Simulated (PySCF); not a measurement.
# C2H6Br2Se: NMR shieldings

What do calculations give for the NMR shieldings of C2H6Br2Se (`C[Se](C)(Br)Br`)?

Programs: PySCF 2.14.0, with routines of our own; each step states its level. All values are computed. Atoms count from 0.

## 1. The system as given

11 atoms, charge 0, multiplicity 1; geometry from: GFN2-xTB.

## 2. NMR shieldings: PBE/pcSseg-1 Br:us-x2c-TZVPall-2c Se:us-x2c-TZVPall-2c, spin–orbit

Job settings and geometry (Å):

```
{"job": {"kind": "hnmr", "xc": "PBE", "basis": {"default": "pcSseg-1", "Br": "us-x2c-TZVPall-2c", "Se": "us-x2c-TZVPall-2c"}, "rel": "so"}, "charge": 0, "multiplicity": 1}
Se    -0.621400    -0.807460     0.014340
Br    -0.655050    -0.795170     2.505370
Br    -0.642920    -0.890980    -2.474570
C      1.319810    -0.720070    -0.003890
H      1.692010    -1.740190    -0.109000
H      1.667880    -0.290030     0.933670
H      1.632870    -0.122670    -0.858790
C     -1.033760     1.091550    -0.002530
H     -2.114720     1.191870     0.104730
H     -0.711370     1.518560    -0.950750
H     -0.533340     1.564570     0.841420
```

Level: PBE/pcSseg-1 Br:us-x2c-TZVPall-2c Se:us-x2c-TZVPall-2c GIAO NMR shielding, X2C with spin-orbit coupling, screened-nuclear two-electron part, Gaussian nuclei, gas phase.

On the command line:

```
> OMP_NUM_THREADS=1 python heavy_run.py task.json out
```

This one command runs all jobs of the session in turn.

Log:

```text
spin-free SCF
coarse grid: 47192 points
cycle   1  E = -7721.0643104282  dE = -1.455e-02  |g| = 7.230e-01  |ddm| = 3.285e+00
cycle   2  E = -7720.8494128116  dE =  2.149e-01  |g| = 1.199e+00  |ddm| = 1.456e+00
cycle   3  E = -7721.1467935769  dE = -2.974e-01  |g| = 2.192e-01  |ddm| = 1.066e+00
cycle   4  E = -7721.1557315708  dE = -8.938e-03  |g| = 6.185e-02  |ddm| = 2.419e-01
cycle   5  E = -7721.1565806667  dE = -8.491e-04  |g| = 3.051e-02  |ddm| = 7.672e-02
cycle   6  E = -7721.1568256697  dE = -2.450e-04  |g| = 9.190e-03  |ddm| = 3.372e-02
cycle   7  E = -7721.1568453126  dE = -1.964e-05  |g| = 1.087e-03  |ddm| = 9.274e-03
cycle   8  E = -7721.1568453472  dE = -3.461e-08  |g| = 1.020e-03  |ddm| = 2.789e-03
final grid: 93872 points
cycle   9  E = -7721.1567504753  dE =  2.329e-06  |g| = 2.937e-03  |ddm| = 5.952e-03
cycle  10  E = -7721.1567296054  dE =  2.087e-05  |g| = 8.429e-03  |ddm| = 1.616e-02
cycle  11  E = -7721.1567533466  dE = -2.374e-05  |g| = 1.866e-04  |ddm| = 1.202e-02
cycle  12  E = -7721.1567533558  dE = -9.255e-09  |g| = 2.359e-05  |ddm| = 1.797e-04
converged SCF energy = -7721.1567533558
two-component SCF
cycle   1  E = -7720.9714007123  dE = -7.721e+03  |FDS-SDF| = 1.503e+01
cycle   2  E = -7721.3707253765  dE = -3.993e-01  |FDS-SDF| = 1.448e-02
cycle   3  E = -7721.3707228995  dE =  2.477e-06  |FDS-SDF| = 4.856e-03
cycle   4  E = -7721.3707176882  dE =  5.211e-06  |FDS-SDF| = 6.353e-03
cycle   5  E = -7721.3707267850  dE = -9.097e-06  |FDS-SDF| = 8.368e-04
cycle   6  E = -7721.3707268638  dE = -7.871e-08  |FDS-SDF| = 5.992e-05
cycle   7  E = -7721.3707268642  dE = -4.566e-10  |FDS-SDF| = 3.385e-05
converged, E = -7721.3707268642

Field gradients (au) and densities at the nuclei (bohr^-3)
atom        Vxx        Vyy        Vzz        centre      nuclear mean
  0 Se     0.6126     2.4593    -3.0718      35344.432      35320.511
  1 Br    -2.3346    -2.6129     4.9475      39290.950      39262.395
  2 Br    -2.3368    -2.6145     4.9513      39290.952      39262.396
  3 C     -0.1550    -0.2007     0.3557        114.451        114.451
  4 H     -0.1443    -0.1596     0.3039          0.377          0.377
  5 H     -0.1473    -0.1564     0.3037          0.376          0.376
  6 H     -0.1465    -0.1578     0.3043          0.377          0.377
  7 C     -0.1552    -0.2004     0.3557        114.451        114.451
  8 H     -0.1444    -0.1597     0.3040          0.377          0.377
  9 H     -0.1472    -0.1564     0.3036          0.376          0.376
 10 H     -0.1463    -0.1574     0.3036          0.377          0.377
without picture change
  0 Se                          -3.1752                     53248.867
  1 Br                           5.1101                     60064.560
  2 Br                           5.1140                     60064.563

Core orbital energies (eV)
atom   shell        mean    spread
  0 Se 1s       -12493.821   0.000
  0 Se 2s        -1608.408   0.000
  0 Se 3s         -215.056   0.000
  0 Se 4s          -20.931   0.000
  0 Se 2p1/2     -1442.943   0.000
  0 Se 2p3/2     -1401.683   0.040
  0 Se 3p1/2      -158.527   0.000
  0 Se 3p3/2      -152.692   0.120
  0 Se 3d3/2       -55.341   0.119
  0 Se 3d5/2       -54.495   0.156
  1 Br 1s       -13301.746   0.000
  1 Br 2s        -1730.693   0.000
  1 Br 3s         -236.208   0.000
  1 Br 4s          -19.094   0.000
  1 Br 2p1/2     -1558.133   0.000
  1 Br 2p3/2     -1511.204   0.051
  1 Br 3p1/2      -176.286   0.000
  1 Br 3p3/2      -169.496   0.151
  1 Br 3d3/2       -65.670   0.155
  1 Br 3d5/2       -64.638   0.205
  2 Br 1s       -13301.749   0.000
  2 Br 2s        -1730.697   0.000
  2 Br 3s         -236.212   0.000
  2 Br 4s          -19.099   0.000
  2 Br 2p1/2     -1558.137   0.000
  2 Br 2p3/2     -1511.208   0.051
  2 Br 3p1/2      -176.291   0.000
  2 Br 3p3/2      -169.500   0.151
  2 Br 3d3/2       -65.674   0.155
  2 Br 3d5/2       -64.642   0.205

vertical triplet (scalar unrestricted SCF): 3.307 eV

Shielding tensors (ppm)
atom      isotropic    diamagn.    paramagn.     s11        s22        s33       span
  0 Se     1598.20     2867.83    -1269.63    1392.27    1649.13    1753.21     360.94
  1 Br     2101.10     2988.61     -887.51    1542.54    1680.67    3080.10    1537.56
  2 Br     2103.13     2988.62     -885.49    1543.94    1685.52    3079.93    1535.98
  3 C       129.77      248.27     -118.50      69.78     140.01     179.52     109.74
  4 H        27.51       27.49        0.01      23.13      25.42      33.96      10.83
  5 H        28.20       29.00       -0.81      21.93      28.48      34.19      12.26
  6 H        28.06       29.20       -1.14      22.23      27.82      34.14      11.91
  7 C       129.70      248.28     -118.58      69.63     139.98     179.49     109.86
  8 H        27.50       27.49        0.01      23.15      25.40      33.96      10.81
  9 H        28.20       29.01       -0.81      21.95      28.46      34.20      12.25
 10 H        28.05       29.18       -1.14      22.19      27.85      34.11      11.92
```

Wall time 90 s (1 thread of Intel Xeon 6975P-C, shared host); peak memory 1.2 GiB.

From this job:

```csv
quantity,value
energy from spin-orbit coupling,-0.2140 Eh
```

## 3. NMR shieldings: PBE/pcSseg-1 Br:us-x2c-TZVPall-2c Se:us-x2c-TZVPall-2c, spin-free

Settings changed since step 2:

```diff
@@ -1,2 +1,2 @@
-{"job": {"kind": "hnmr", "xc": "PBE", "basis": {"default": "pcSseg-1", "Br": "us-x2c-TZVPall-2c", "Se": "us-x2c-TZVPall-2c"}, "rel": "so"}, "charge": 0, "multiplicity": 1}
+{"job": {"kind": "hnmr", "xc": "PBE", "basis": {"default": "pcSseg-1", "Br": "us-x2c-TZVPall-2c", "Se": "us-x2c-TZVPall-2c"}, "rel": "sf"}, "charge": 0, "multiplicity": 1}
 Se    -0.621400    -0.807460     0.014340
```

With the program's defaults for keys left out, this is: PBE/pcSseg-1 Br:us-x2c-TZVPall-2c Se:us-x2c-TZVPall-2c GIAO NMR shielding, spin-free X2C, Gaussian nuclei, gas phase.

Log:

```text
spin-free SCF
coarse grid: 47192 points
cycle   1  E = -7721.0643104282  dE = -1.455e-02  |g| = 7.230e-01  |ddm| = 3.285e+00
cycle   2  E = -7720.8494128116  dE =  2.149e-01  |g| = 1.199e+00  |ddm| = 1.456e+00
cycle   3  E = -7721.1467935769  dE = -2.974e-01  |g| = 2.192e-01  |ddm| = 1.066e+00
cycle   4  E = -7721.1557315708  dE = -8.938e-03  |g| = 6.185e-02  |ddm| = 2.419e-01
cycle   5  E = -7721.1565806667  dE = -8.491e-04  |g| = 3.051e-02  |ddm| = 7.672e-02
cycle   6  E = -7721.1568256697  dE = -2.450e-04  |g| = 9.190e-03  |ddm| = 3.372e-02
cycle   7  E = -7721.1568453126  dE = -1.964e-05  |g| = 1.087e-03  |ddm| = 9.274e-03
cycle   8  E = -7721.1568453472  dE = -3.461e-08  |g| = 1.020e-03  |ddm| = 2.789e-03
final grid: 93872 points
cycle   9  E = -7721.1567504753  dE =  2.329e-06  |g| = 2.937e-03  |ddm| = 5.952e-03
cycle  10  E = -7721.1567296054  dE =  2.087e-05  |g| = 8.429e-03  |ddm| = 1.616e-02
cycle  11  E = -7721.1567533466  dE = -2.374e-05  |g| = 1.866e-04  |ddm| = 1.202e-02
cycle  12  E = -7721.1567533558  dE = -9.255e-09  |g| = 2.359e-05  |ddm| = 1.797e-04
converged SCF energy = -7721.1567533558
check of the scalar solution
cycle   1  E = -7721.1567533558  dE = -7.721e+03  |FDS-SDF| = 2.359e-05
cycle   2  E = -7721.1567533555  dE =  3.056e-10  |FDS-SDF| = 4.472e-05
converged, E = -7721.1567533555

Field gradients (au) and densities at the nuclei (bohr^-3)
atom        Vxx        Vyy        Vzz        centre      nuclear mean
  0 Se     0.5999     2.4854    -3.0852      35342.235      35318.313
  1 Br    -2.3449    -2.6222     4.9671      39288.274      39259.718
  2 Br    -2.3473    -2.6241     4.9714      39288.276      39259.720
  3 C     -0.1553    -0.2010     0.3562        114.451        114.451
  4 H     -0.1443    -0.1596     0.3038          0.377          0.377
  5 H     -0.1473    -0.1564     0.3037          0.376          0.376
  6 H     -0.1465    -0.1578     0.3043          0.377          0.377
  7 C     -0.1555    -0.2007     0.3562        114.451        114.451
  8 H     -0.1443    -0.1597     0.3040          0.377          0.377
  9 H     -0.1471    -0.1564     0.3036          0.376          0.376
 10 H     -0.1462    -0.1574     0.3036          0.377          0.377
without picture change
  0 Se                          -3.1893                     53249.317
  1 Br                           5.1338                     60065.095
  2 Br                           5.1382                     60065.097

Core orbital energies (eV)
atom   shell        mean    spread
  0 Se 1s       -12494.006   0.000
  0 Se 2s        -1608.448   0.000
  0 Se 3s         -215.071   0.000
  0 Se 4s          -20.939   0.000
  0 Se 2p        -1415.240   0.068
  0 Se 3p         -154.616   0.206
  0 Se 3d          -54.845   0.186
  1 Br 1s       -13301.948   0.000
  1 Br 2s        -1730.728   0.000
  1 Br 3s         -236.214   0.000
  1 Br 4s          -19.094   0.000
  1 Br 2p        -1526.598   0.078
  1 Br 3p         -171.722   0.232
  1 Br 3d          -65.053   0.230
  2 Br 1s       -13301.954   0.000
  2 Br 2s        -1730.733   0.000
  2 Br 3s         -236.219   0.000
  2 Br 4s          -19.100   0.000
  2 Br 2p        -1526.603   0.078
  2 Br 3p         -171.727   0.232
  2 Br 3d          -65.058   0.231

Shielding tensors (ppm)
atom      isotropic    diamagn.    paramagn.     s11        s22        s33       span
  0 Se     1419.21     3004.08    -1584.88    1269.49    1379.99    1608.13     338.64
  1 Br     1758.26     3137.71    -1379.45    1128.72    1269.51    2876.56    1747.84
  2 Br     1760.38     3137.71    -1377.34    1130.22    1274.59    2876.32    1746.10
  3 C       123.19      248.05     -124.86      59.78     130.68     179.09     119.31
  4 H        27.65       27.48        0.17      23.39      25.65      33.92      10.53
  5 H        28.40       28.99       -0.59      22.38      28.76      34.06      11.68
  6 H        28.28       29.19       -0.91      22.67      28.22      33.96      11.28
  7 C       123.12      248.06     -124.94      59.64     130.66     179.07     119.43
  8 H        27.65       27.48        0.17      23.40      25.63      33.92      10.52
  9 H        28.41       29.00       -0.60      22.40      28.75      34.07      11.66
 10 H        28.27       29.17       -0.90      22.63      28.24      33.93      11.30
```

Run time: 30 s. Hardware: 1 thread of Intel Xeon 6975P-C, shared host; peak memory 1 GiB.

## 4. Shieldings side by side

```csv
run,Br1,Br2,Se0,C3,C7,H6,H10,time
"step 2, PBE/pcSseg-1 Br:us-x2c-TZVPall-2c Se:us-x2c-TZVPall-2c, spin–orbit",2101.1,2103.1,1598.2,129.8,129.7,28.1,28.0,90 s
"step 3, PBE/pcSseg-1 Br:us-x2c-TZVPall-2c Se:us-x2c-TZVPall-2c, spin-free",1758.3,1760.4,1419.2,123.2,123.1,28.3,28.3,30 s
```

## 5. Outcome

```
                                                                                                    quantity                                                       value
energy from spin-orbit coupling (step 2, PBE/pcSseg-1 Br:us-x2c-TZVPall-2c Se:us-x2c-TZVPall-2c, spin–orbit)                                                  -0.2140 Eh
                     shieldings (step 2, PBE/pcSseg-1 Br:us-x2c-TZVPall-2c Se:us-x2c-TZVPall-2c, spin–orbit)  Se0 1598.2, Br1 2101.1, Br2 2103.1, C3 129.8, C7 129.7 ppm
                      shieldings (step 3, PBE/pcSseg-1 Br:us-x2c-TZVPall-2c Se:us-x2c-TZVPall-2c, spin-free)  Se0 1419.2, Br1 1758.3, Br2 1760.4, C3 123.2, C7 123.1 ppm
```

In words: Br1 (with its equivalent atoms) moves most between the runs, by 343 ppm; the labels say what changes from run to run.
